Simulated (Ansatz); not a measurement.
# H₄WO₅: small, medium and large basis sets

An exercise on one series of results from a longer session: the logs are not shown, and one member is left open.

The runs use Ansatz 0.2.0, Gaussian basis; one geometry, several basis sets.

The runs, in order: PBE0-D4/def2-SVP; ωB97M-V/def2-SVP; PBE0-D4/def2-QZVPP; ωB97M-V/def2-QZVPP; the functionals' def2-TZVPP values are taken from earlier runs.

### The geometry

An earlier PBE0-D4 in a triple-zeta def2 set relaxation fixed the geometry. W takes the def2 core potential; no spin-orbit term is included.

SMILES `[O]=[W]([OH])([OH])([OH])[OH]`, 10 atoms, charge 0, spin multiplicity 1.

Atoms are counted from 1 here; the program's logs count them from 0.

Bond lengths: O1–W2 1.691 Å, W2–O3 1.886 Å, W2–O4 1.931 Å, W2–O5 1.924 Å, W2–O6 1.894 Å, O3–H7 0.959 Å, O4–H8 0.962 Å, O5–H9 0.961 Å, O6–H10 0.960 Å. Angles: O1–W2–O3 102.1°, O1–W2–O4 105.6°, O1–W2–O5 108.5°, O1–W2–O6 107.5°, O3–W2–O4 90.2°, O3–W2–O5 149.3°, O3–W2–O6 92.2°, O4–W2–O5 79.4°, O4–W2–O6 145.4°, O5–W2–O6 81.1°, W2–O3–H7 127.4°, W2–O4–H8 115.3°, W2–O5–H9 114.4°, W2–O6–H10 120.4°.

Set-up of the first run:

Contents of in.yaml:

```yaml
crystal:
  periodic: [false, false, false]
  atoms:
    - {symbol: O, position_ang: [0.238625, -0.430470, 1.992514]}
    - {symbol: W, position_ang: [0.174385, -0.026281, 0.352221]}
    - {symbol: O, position_ang: [1.485085, -1.163796, -0.386909]}
    - {symbol: O, position_ang: [-1.219496, -1.130011, -0.401073]}
    - {symbol: O, position_ang: [-1.214091, 1.280814, 0.098381]}
    - {symbol: O, position_ang: [1.257542, 1.507157, 0.098993]}
    - {symbol: H, position_ang: [1.705755, -1.273032, -1.314151]}
    - {symbol: H, position_ang: [-1.116152, -2.075896, -0.259428]}
    - {symbol: H, position_ang: [-2.087886, 0.908950, -0.051407]}
    - {symbol: H, position_ang: [0.859233, 2.351464, -0.126141]}
basis:
  gaussian: {orbitals: def2-SVP}
hamiltonian: {xc: pbe0, dispersion: d4}
output: {orbitals: {seedname: orbitals}}
```

Started as:

```sh
$ ansatz run in.yaml --threads 4 --pin off --events-out ev --progress --plain --max-ram 11315MiB
```

Among the steps run: PBE0-D4 in def2-SVP; ωB97M-V in def2-SVP; PBE0-D4 in def2-QZVPP; ωB97M-V in def2-QZVPP.

One table of the session follows, with a row left open; its other results are not shown here.

It belongs to the step «Density functionals: the series». 

| functional | basis | HOMO (eV) | LUMO (eV) |
| --- | --- | --- | --- |
| PBE0-D4 | def2-SVP | -8.91 | -2.59 |
| PBE0-D4 | def2-TZVPP | -9.03 | -2.59 |
| PBE0-D4 | def2-QZVPP | -9.08 | -2.66 |
| ωB97M-V | def2-SVP | -11.30 | -0.40 |
| ωB97M-V | def2-TZVPP | ? | ? |
| ωB97M-V | def2-QZVPP | -11.49 | -0.50 |

**Question.** Estimate the row for ωB97M-V, def2-TZVPP.

**Answer.** HOMO (eV): -11.44; LUMO (eV): -0.42. In the column «HOMO (eV)» it lies between ωB97M-V, def2-QZVPP (-11.49) and ωB97M-V, def2-SVP (-11.30).
